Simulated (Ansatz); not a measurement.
# H5InSe: the cost of one run

Program: the Python package of Ansatz 0.2.0. Level of theory: Hartree-Fock/def2-SVP. These are calculated values, not measurements.

## 1. Starting point

Bond lengths: Se1–In2 2.599 Å, Se1–H3 1.444 Å, Se1–H4 1.541 Å, In2–H5 1.822 Å, In2–H6 1.820 Å, In2–H7 1.837 Å. Angles: Se1–In2–H5 110.0°, Se1–In2–H6 110.7°, Se1–In2–H7 108.2°, H5–In2–H6 109.6°, H5–In2–H7 109.1°, H6–In2–H7 109.2°, In2–Se1–H3 91.9°, In2–Se1–H4 87.8°, H3–Se1–H4 89.7°.

No structure file is read: the coordinates are typed or built in the script.

## 2. The script

File h5inse.py:

```python
"""Potential curve of H5InSe along one bond."""

import ansatz as az
from ase import Atoms
import numpy as np

SETTINGS = {
    "basis_set": "def2-SVP",
    "functional": "hf",
}


def main() -> None:
    atoms = Atoms(["Se", "In", "H", "H", "H", "H", "H"], positions=[
        [-1.0233, -1.3398, 0.5613],
        [0.286, 0.8487, 0.058],
        [0.1784, -2.1366, 0.476],
        [-1.2275, -1.498, -0.9581],
        [0.0062, 1.3577, -1.6685],
        [-0.2345, 2.1839, 1.1803],
        [2.0759, 0.5162, 0.3054],
    ])
    molecule = az.Crystal.molecule_from_ase(atoms)

    symbols = [site.symbol for site in molecule.cartesian_sites]
    start = np.array([site.position_ang for site in molecule.cartesian_sites])
    axis = (start[6] - start[1]) / np.linalg.norm(start[6] - start[1])
    moving = [6]
    lengths, energies = [1.617, 1.69, 1.764, 1.837, 1.911, 1.984, 2.058, 2.168], []
    for length in lengths:
        xyz = start.copy()
        xyz[moving] += (length - np.linalg.norm(start[6] - start[1])) * axis
        point = az.Crystal.molecule()
        for symbol, place in zip(symbols, xyz):
            point = point.atom(symbol, place.tolist())
        model = point.calculation()
        model = model.basis(gaussian=SETTINGS["basis_set"]).functional(SETTINGS["functional"])
        rep = model.run(threads=1, backend="cpu").report
        energies.append(rep["free_energy_ev"])
        print(f"r = {length:6.3f} A  E = {energies[-1]:.5f} eV  <S^2> = {abs(rep['mean_field']['state']['spin_squared']):.3f}")

    # quartic fit about the minimum
    fit = np.polynomial.Polynomial.fit(lengths, np.array(energies) - min(energies), 4).convert()
    roots = [r.real for r in fit.deriv().roots() if abs(r.imag) < 1e-9 and fit.deriv(2)(r.real) > 0]
    r_e = min(roots, key=lambda r: abs(r - lengths[int(np.argmin(energies))]))
    print(f"minimum of the fit at {r_e:.4f} A, force constant {fit.deriv(2)(r_e):.2f} eV/A^2")


if __name__ == "__main__":
    main()
```

## 3. The input behind the calls

The engine receives this input (first run):

```yaml
crystal:
  periodic: [false, false, false]
  atoms:
    - { symbol: Se, position_ang: [-1.0233, -1.3398, 0.5613] }
    - { symbol: In, position_ang: [0.286, 0.8487, 0.058] }
    - { symbol: H, position_ang: [0.1784, -2.1366, 0.476] }
    - { symbol: H, position_ang: [-1.2275, -1.498, -0.9581] }
    - { symbol: H, position_ang: [0.0062, 1.3577, -1.6685] }
    - { symbol: H, position_ang: [-0.2345, 2.1839, 1.1803] }
    - { symbol: H, position_ang: [1.8613222564565834, 0.5560609418002045, 0.2757410616500133] }
basis:
  gaussian:
    orbitals: def2-SVP
hamiltonian:
  xc: hf
```

## 4. Running it

Command:

```sh
python h5inse.py
```

**Question.** How long does this script take on 1 thread of Arm Neoverse V2, shared host, and how much memory does it need?

About 8 s, with a peak of 0.22 GiB.
